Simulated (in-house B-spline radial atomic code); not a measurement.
# W⁸⁺: binding energies from hole states

How tightly is each shell of W⁸⁺ bound, and how much do the other electrons relax when one leaves?

Method: Dirac-Hartree-Fock, average of configuration, Fermi nucleus, basis-set limit. Code: in-house B-spline radial atomic code version 1.

### 1 Starting point

* element: tungsten (Z = 74)
* charge: +8
* electrons: 66
* configuration: [Kr] 4d10 4f14 5s2 5p4
* Hamiltonian: Dirac-Coulomb
* nucleus: Fermi, rms radius 5.366 fm

Outer shells as boxes (Hund's rule):

[Kr] 4d10 4f14 5s2 5p4
```
[Kr] core
4d [↑↓][↑↓][↑↓][↑↓][↑↓]
4f [↑↓][↑↓][↑↓][↑↓][↑↓][↑↓][↑↓]
5s [↑↓]
5p [↑↓][↑ ][↑ ]
```

The boxes draw the filling by Hund's rule, which heavy ions in jj coupling don't follow; these runs average over all states of the configuration.

Settings, as recorded:

```ini
Z = 74
electrons = 66.0
configuration = [Kr] 4d10 4f14 5s2 5p4
hamiltonian = dirac
method = hf
spin_polarised = False
nucleus = fermi
rms_radius = 5.3658
mass_number = 184
atomic_mass = 183.95093318
speed_of_light = 137.035999084
```

From the earlier run of the reference: total energy -16139.231332 hartree. Levels, eight at most:

| orbital | occupation | energy (eV) | <r> (bohr) |
| --- | --- | --- | --- |
| 4p3/2 | 4 | -570.43 | 0.4874 |
| 4d3/2 | 4 | -399.39 | 0.5044 |
| 4d5/2 | 6 | -386.34 | 0.5155 |
| 5s1/2 | 2 | -203.60 | 1.036 |
| 5p1/2 | 1.33333 | -170.06 | 1.108 |
| 4f5/2 | 6 | -169.87 | 0.5789 |
| 4f7/2 | 8 | -167.46 | 0.5867 |
| 5p3/2 | 2.66667 | -158.12 | 1.179 |

### 2 The 3p3/2 hole

In configurations, a minus sign after the shell means j = l − 1/2 and a plus sign j = l + 1/2; the count of electrons follows.

The settings differ from step 1 so:

```diff
@@ -1,4 +1,4 @@
 Z = 74
-electrons = 66.0
-configuration = [Kr] 4d10 4f14 5s2 5p4
+electrons = 65.0
+configuration = 1s2 2s2 2p6 3s2 3p-2 3p+3 3d10 4s2 4p6 4d10 4f14 5s2 5p4
 hamiltonian = dirac
```

From the run's result record (rounded, not every field):

```text
status: converged
iterations: 10
energy [hartree]: {"total": -16050.2101207, "kinetic": 18080.1605291, "nuclear": -39721.3272, "coulomb": 5897.33749619, "exact_exchange": -306.38094596}
breit [hartree]: {"gaunt": 19.00518, "retardation": -2.000047, "frequency_dependence": -0.3201022}
qed [hartree]: {"self_energy": 13.99189, "uehling": -2.630234, "wichmann_kroll": 0.104438}
recoil [hartree]: 0.02967661
total_with_corrections [hartree]: -16022.029316
orbitals [hartree, bohr; first row names the columns]:
  - ["name", "occ", "eps", "<r>"]
  - ["1s1/2", 2.0, -2579.7481, 0.018344]
  - ["2s1/2", 2.0, -456.5575, 0.076846]
  - ["2p1/2", 2.0, -436.1655, 0.063681]
  - ["2p3/2", 4.0, -386.14271, 0.071654]
  - ["3s1/2", 2.0, -112.10015, 0.1995]
  - ["3p1/2", 2.0, -103.31794, 0.18969]
  - ["3p3/2", 3.0, -92.344264, 0.20484]
  - ["3d3/2", 4.0, -77.370906, 0.17876]
  - ["3d5/2", 6.0, -74.841974, 0.18317]
  - ["4s1/2", 2.0, -28.792957, 0.44626]
  - ["4p1/2", 2.0, -24.979788, 0.45158]
  - ["4p3/2", 4.0, -22.327202, 0.48194]
  - ["4d3/2", 4.0, -16.065529, 0.49621]
  - ["4d5/2", 6.0, -15.56155, 0.50715]
  - ["4f5/2", 6.0, -7.5535417, 0.55165]
  - ["4f7/2", 8.0, -7.4404357, 0.55959]
  - ["5s1/2", 2.0, -8.3927587, 1.0113]
  - ["5p1/2", 1.3333, -7.1231531, 1.0757]
  - ["5p3/2", 2.6667, -6.6459591, 1.1424]
sum_r [bohr^k]: {"-1": 536.8043, "1": 26.85249, "2": 18.77888}
energy_minus_base [hartree]: 89.0212117
energy_minus_base_with_corrections [hartree]: 88.842172
```

Wall time 2 s (1 thread, shared host).

energy_minus_base is the energy less that of the reference run.

### 3 The 3d3/2 hole

The settings differ from step 2 so:

```diff
@@ -2,3 +2,3 @@
 electrons = 65.0
-configuration = 1s2 2s2 2p6 3s2 3p-2 3p+3 3d10 4s2 4p6 4d10 4f14 5s2 5p4
+configuration = 1s2 2s2 2p6 3s2 3p6 3d-3 3d+6 4s2 4p6 4d10 4f14 5s2 5p4
 hamiltonian = dirac
```

From the record:

```text
status: converged
iterations: 10
energy [hartree]: {"total": -16065.4490966, "kinetic": 18096.7862352, "nuclear": -39744.9102821, "coulomb": 5889.68810013, "exact_exchange": -307.013149764}
breit [hartree]: {"gaunt": 19.07751, "retardation": -2.020497, "frequency_dependence": -0.3346755}
qed [hartree]: {"self_energy": 14.01915, "uehling": -2.63037, "wichmann_kroll": 0.1044509}
recoil [hartree]: 0.02983737
total_with_corrections [hartree]: -16037.2036985
orbitals [hartree, bohr; first row names the columns]:
  - ["name", "occ", "eps", "<r>"]
  - ["1s1/2", 2.0, -2579.6271, 0.018346]
  - ["2s1/2", 2.0, -456.97728, 0.076848]
  - ["2p1/2", 2.0, -436.34428, 0.06367]
  - ["2p3/2", 4.0, -386.66517, 0.071596]
  - ["3s1/2", 2.0, -112.56059, 0.1993]
  - ["3p1/2", 2.0, -103.28582, 0.18961]
  - ["3p3/2", 4.0, -92.512754, 0.20391]
  - ["3d3/2", 3.0, -77.637836, 0.17962]
  - ["3d5/2", 6.0, -75.311315, 0.18287]
  - ["4s1/2", 2.0, -28.826897, 0.44588]
  - ["4p1/2", 2.0, -24.982339, 0.45142]
  - ["4p3/2", 4.0, -22.379486, 0.48195]
  - ["4d3/2", 4.0, -16.048953, 0.4954]
  - ["4d5/2", 6.0, -15.596767, 0.50623]
  - ["4f5/2", 6.0, -7.5124565, 0.55374]
  - ["4f7/2", 8.0, -7.4585582, 0.55788]
  - ["5s1/2", 2.0, -8.3981266, 1.0107]
  - ["5p1/2", 1.3333, -7.1242189, 1.0755]
  - ["5p3/2", 2.6667, -6.65239, 1.141]
sum_r [bohr^k]: {"-1": 537.1229, "1": 26.85861, "2": 18.76541}
energy_minus_base [hartree]: 73.7822358
energy_minus_base_with_corrections [hartree]: 73.6677895
```

Run time: 2 s. Hardware: 1 thread, shared host.

### 4 The 3d5/2 hole

The settings differ from step 3 so:

```diff
@@ -2,3 +2,3 @@
 electrons = 65.0
-configuration = 1s2 2s2 2p6 3s2 3p6 3d-3 3d+6 4s2 4p6 4d10 4f14 5s2 5p4
+configuration = 1s2 2s2 2p6 3s2 3p6 3d-4 3d+5 4s2 4p6 4d10 4f14 5s2 5p4
 hamiltonian = dirac
```

From the record:

```text
status: converged
iterations: 10
energy [hartree]: {"total": -16067.7833027, "kinetic": 18103.8468129, "nuclear": -39756.1778421, "coulomb": 5891.68782931, "exact_exchange": -307.140102779}
breit [hartree]: {"gaunt": 19.12278, "retardation": -2.02087, "frequency_dependence": -0.3332334}
qed [hartree]: {"self_energy": 14.01268, "uehling": -2.630295, "wichmann_kroll": 0.104448}
recoil [hartree]: 0.02982846
total_with_corrections [hartree]: -16039.4979569
orbitals [hartree, bohr; first row names the columns]:
  - ["name", "occ", "eps", "<r>"]
  - ["1s1/2", 2.0, -2579.472, 0.018346]
  - ["2s1/2", 2.0, -456.86204, 0.076853]
  - ["2p1/2", 2.0, -436.40693, 0.063705]
  - ["2p3/2", 4.0, -386.43257, 0.071584]
  - ["3s1/2", 2.0, -112.5287, 0.19933]
  - ["3p1/2", 2.0, -103.57274, 0.18953]
  - ["3p3/2", 4.0, -92.337623, 0.20402]
  - ["3d3/2", 4.0, -77.666054, 0.17849]
  - ["3d5/2", 5.0, -75.226462, 0.18413]
  - ["4s1/2", 2.0, -28.823506, 0.44593]
  - ["4p1/2", 2.0, -25.001297, 0.45127]
  - ["4p3/2", 4.0, -22.366509, 0.48213]
  - ["4d3/2", 4.0, -16.09155, 0.49559]
  - ["4d5/2", 6.0, -15.566258, 0.50589]
  - ["4f5/2", 6.0, -7.5574166, 0.55097]
  - ["4f7/2", 8.0, -7.427175, 0.56005]
  - ["5s1/2", 2.0, -8.3976837, 1.0108]
  - ["5p1/2", 1.3333, -7.1261086, 1.0752]
  - ["5p3/2", 2.6667, -6.6507607, 1.1413]
sum_r [bohr^k]: {"-1": 537.2752, "1": 26.858, "2": 18.76837}
energy_minus_base [hartree]: 71.4480297
energy_minus_base_with_corrections [hartree]: 71.3735312
```

It took 2.1 s on 1 thread, shared host.

Radial density 4πr²n(r) and radial functions P(r) = rR(r):

| r (bohr) | 4πr²n | 3d5/2 | 5p3/2 |
| --- | --- | --- | --- |
| 0.00170 | 17.31 | 0.0001 | 0.0032 |
| 0.00256 | 30.37 | 0.0003 | 0.0067 |
| 0.00385 | 49.88 | 0.0011 | 0.0141 |
| 0.00579 | 74.50 | 0.0035 | 0.0287 |
| 0.00871 | 96.97 | 0.0110 | 0.0564 |
| 0.0131 | 105.0 | 0.0330 | 0.1045 |
| 0.0197 | 96.13 | 0.0943 | 0.1763 |
| 0.0297 | 96.84 | 0.2516 | 0.2560 |
| 0.0446 | 125.7 | 0.5975 | 0.2793 |
| 0.0672 | 128.6 | 1.2229 | 0.1380 |
| 0.101 | 101.5 | 1.9998 | -0.1905 |
| 0.152 | 119.5 | 2.4016 | -0.4020 |
| 0.229 | 81.95 | 1.8666 | -0.0279 |
| 0.344 | 71.17 | 0.8048 | 0.5652 |
| 0.518 | 65.63 | 0.1649 | 0.2484 |
| 0.779 | 24.35 | 0.0192 | -0.7802 |
| 1.17 | 8.923 | 0.0024 | -1.0821 |
| 1.76 | 1.159 | 0.0002 | -0.4878 |
| 2.65 | 0.01635 | 0.0000 | -0.0655 |
| 3.99 | 8.506e-06 | 0.0000 | -0.0016 |

Clear maxima of the radial density (full grid of the record): 0.013, 0.055, 0.15, 0.42 bohr.

X-ray form factor of the spherical density:

| sinθ/λ (1/Å) | f (electrons) |
| --- | --- |
| 0 | 65.000 |
| 0.1 | 63.650 |
| 0.2 | 59.966 |
| 0.3 | 54.837 |
| 0.4 | 49.224 |
| 0.6 | 38.948 |
| 0.8 | 31.010 |
| 1 | 25.140 |
| 1.4 | 18.094 |
| 1.8 | 14.732 |
| 2.5 | 10.961 |
| 4 | 5.836 |
| 6 | 3.911 |

### 5 The 4s hole

The settings differ from step 4 so:

```diff
@@ -2,3 +2,3 @@
 electrons = 65.0
-configuration = 1s2 2s2 2p6 3s2 3p6 3d-4 3d+5 4s2 4p6 4d10 4f14 5s2 5p4
+configuration = 1s2 2s2 2p6 3s2 3p6 3d10 4s1 4p6 4d10 4f14 5s2 5p4
 hamiltonian = dirac
```

From the record:

```text
status: converged
iterations: 10
energy [hartree]: {"total": -16112.2019008, "kinetic": 18136.8543436, "nuclear": -39878.7608167, "coulomb": 5939.31846928, "exact_exchange": -309.613896986}
breit [hartree]: {"gaunt": 19.17766, "retardation": -2.030785, "frequency_dependence": -0.3341193}
qed [hartree]: {"self_energy": 13.96307, "uehling": -2.621005, "wichmann_kroll": 0.1040886}
recoil [hartree]: 0.02962952
total_with_corrections [hartree]: -16083.913359
orbitals [hartree, bohr; first row names the columns]:
  - ["name", "occ", "eps", "<r>"]
  - ["1s1/2", 2.0, -2577.4918, 0.018346]
  - ["2s1/2", 2.0, -454.79585, 0.076892]
  - ["2p1/2", 2.0, -434.28425, 0.06372]
  - ["2p3/2", 4.0, -384.4488, 0.071633]
  - ["3s1/2", 2.0, -111.3977, 0.20021]
  - ["3p1/2", 2.0, -102.33552, 0.19034]
  - ["3p3/2", 4.0, -91.385324, 0.20486]
  - ["3d3/2", 4.0, -76.276934, 0.17962]
  - ["3d5/2", 6.0, -73.917959, 0.18411]
  - ["4s1/2", 1.0, -28.708776, 0.45034]
  - ["4p1/2", 2.0, -24.653728, 0.45454]
  - ["4p3/2", 4.0, -22.075551, 0.48572]
  - ["4d3/2", 4.0, -15.896843, 0.50053]
  - ["4d5/2", 6.0, -15.40986, 0.51136]
  - ["4f5/2", 6.0, -7.4588769, 0.56076]
  - ["4f7/2", 8.0, -7.3661373, 0.56768]
  - ["5s1/2", 2.0, -8.3627324, 1.013]
  - ["5p1/2", 1.3333, -7.1073162, 1.0784]
  - ["5p3/2", 2.6667, -6.6322118, 1.1445]
sum_r [bohr^k]: {"-1": 538.9316, "1": 26.82269, "2": 18.87685}
energy_minus_base [hartree]: 27.0294316
energy_minus_base_with_corrections [hartree]: 26.958129
```

It took 2 s on 1 thread, shared host.

### 6 The 4p1/2 hole

The settings differ from step 5 so:

```diff
@@ -2,3 +2,3 @@
 electrons = 65.0
-configuration = 1s2 2s2 2p6 3s2 3p6 3d10 4s1 4p6 4d10 4f14 5s2 5p4
+configuration = 1s2 2s2 2p6 3s2 3p6 3d10 4s2 4p-1 4p+4 4d10 4f14 5s2 5p4
 hamiltonian = dirac
```

From the record:

```text
status: converged
iterations: 10
energy [hartree]: {"total": -16116.023097, "kinetic": 18141.7937876, "nuclear": -39887.1436973, "coulomb": 5939.2669848, "exact_exchange": -309.940172091}
breit [hartree]: {"gaunt": 19.14828, "retardation": -2.026627, "frequency_dependence": -0.3342758}
qed [hartree]: {"self_energy": 14.00571, "uehling": -2.628502, "wichmann_kroll": 0.1043713}
recoil [hartree]: 0.02974659
total_with_corrections [hartree]: -16087.7244022
orbitals [hartree, bohr; first row names the columns]:
  - ["name", "occ", "eps", "<r>"]
  - ["1s1/2", 2.0, -2577.563, 0.018345]
  - ["2s1/2", 2.0, -454.84606, 0.076881]
  - ["2p1/2", 2.0, -434.26563, 0.063727]
  - ["2p3/2", 4.0, -384.47896, 0.07163]
  - ["3s1/2", 2.0, -111.45137, 0.19999]
  - ["3p1/2", 2.0, -102.27385, 0.19055]
  - ["3p3/2", 4.0, -91.398361, 0.20485]
  - ["3d3/2", 4.0, -76.259227, 0.17961]
  - ["3d5/2", 6.0, -73.922016, 0.18411]
  - ["4s1/2", 2.0, -28.481539, 0.44855]
  - ["4p1/2", 1.0, -24.858482, 0.459]
  - ["4p3/2", 4.0, -22.188785, 0.48519]
  - ["4d3/2", 4.0, -15.780242, 0.50139]
  - ["4d5/2", 6.0, -15.444884, 0.51104]
  - ["4f5/2", 6.0, -7.4198617, 0.56205]
  - ["4f7/2", 8.0, -7.376898, 0.56734]
  - ["5s1/2", 2.0, -8.3786666, 1.0134]
  - ["5p1/2", 1.3333, -7.0949043, 1.0763]
  - ["5p3/2", 2.6667, -6.6373647, 1.144]
sum_r [bohr^k]: {"-1": 539.045, "1": 26.81996, "2": 18.87234}
energy_minus_base [hartree]: 23.2082354
energy_minus_base_with_corrections [hartree]: 23.1470859
```

It took 2 s on 1 thread, shared host.

### 7 The 4p3/2 hole

The settings differ from step 6 so:

```diff
@@ -2,3 +2,3 @@
 electrons = 65.0
-configuration = 1s2 2s2 2p6 3s2 3p6 3d10 4s2 4p-1 4p+4 4d10 4f14 5s2 5p4
+configuration = 1s2 2s2 2p6 3s2 3p6 3d10 4s2 4p-2 4p+3 4d10 4f14 5s2 5p4
 hamiltonian = dirac
```

From the record:

```text
status: converged
iterations: 10
energy [hartree]: {"total": -16118.5480502, "kinetic": 18150.6028212, "nuclear": -39901.1684565, "coulomb": 5942.1235252, "exact_exchange": -310.105940202}
breit [hartree]: {"gaunt": 19.17523, "retardation": -2.026866, "frequency_dependence": -0.3303068}
qed [hartree]: {"self_energy": 14.00352, "uehling": -2.629204, "wichmann_kroll": 0.1044028}
recoil [hartree]: 0.02970741
total_with_corrections [hartree]: -16090.2215703
orbitals [hartree, bohr; first row names the columns]:
  - ["name", "occ", "eps", "<r>"]
  - ["1s1/2", 2.0, -2577.4131, 0.018345]
  - ["2s1/2", 2.0, -454.76042, 0.076884]
  - ["2p1/2", 2.0, -434.22786, 0.063719]
  - ["2p3/2", 4.0, -384.36876, 0.071638]
  - ["3s1/2", 2.0, -111.38603, 0.20003]
  - ["3p1/2", 2.0, -102.28486, 0.19034]
  - ["3p3/2", 4.0, -91.301173, 0.20511]
  - ["3d3/2", 4.0, -76.21382, 0.17964]
  - ["3d5/2", 6.0, -73.845491, 0.18413]
  - ["4s1/2", 2.0, -28.461561, 0.44852]
  - ["4p1/2", 2.0, -24.746197, 0.45443]
  - ["4p3/2", 3.0, -22.195141, 0.48095]
  - ["4d3/2", 4.0, -15.895269, 0.50074]
  - ["4d5/2", 6.0, -15.336588, 0.51197]
  - ["4f5/2", 6.0, -7.4418788, 0.56193]
  - ["4f7/2", 8.0, -7.3262129, 0.56952]
  - ["5s1/2", 2.0, -8.3763043, 1.0138]
  - ["5p1/2", 1.3333, -7.1091519, 1.0784]
  - ["5p3/2", 2.6667, -6.631502, 1.15]
sum_r [bohr^k]: {"-1": 539.2345, "1": 26.81239, "2": 18.87404}
energy_minus_base [hartree]: 20.6832822
energy_minus_base_with_corrections [hartree]: 20.6499177
```

Run time: 2 s. Hardware: 1 thread, shared host.

### 8 Results

| hole | ΔSCF (eV) | with Breit, QED, recoil (eV) | −ε of the parent (eV) | −ε less ΔSCF (eV) |
| --- | --- | --- | --- | --- |
| 3p3/2 | 2422.39 | 2417.52 | 2447.78 | 25.39 |
| 3d3/2 | 2007.72 | 2004.60 | 2035.76 | 28.04 |
| 3d5/2 | 1944.20 | 1942.17 | 1971.65 | 27.45 |
| 4s | 735.51 | 733.57 | 744.24 | 8.73 |
| 4p1/2 | 631.53 | 629.86 | 640.06 | 8.54 |
| 4p3/2 | 562.82 | 561.91 | 570.43 | 7.61 |

**Reading.** Relaxation of the remaining electrons brings each binding energy under −ε, by 25.4 eV for 3p3/2 and 7.61 eV for 4p3/2. The spin-orbit splitting of the 3d hole is 62.43 eV with those corrections. Two partly filled shells share a symmetry and can mix in the average, which may lower the energy, in these hole states: 3p3/2; 4p1/2; 4p3/2. Values are for the free ion, measured from the vacuum level.
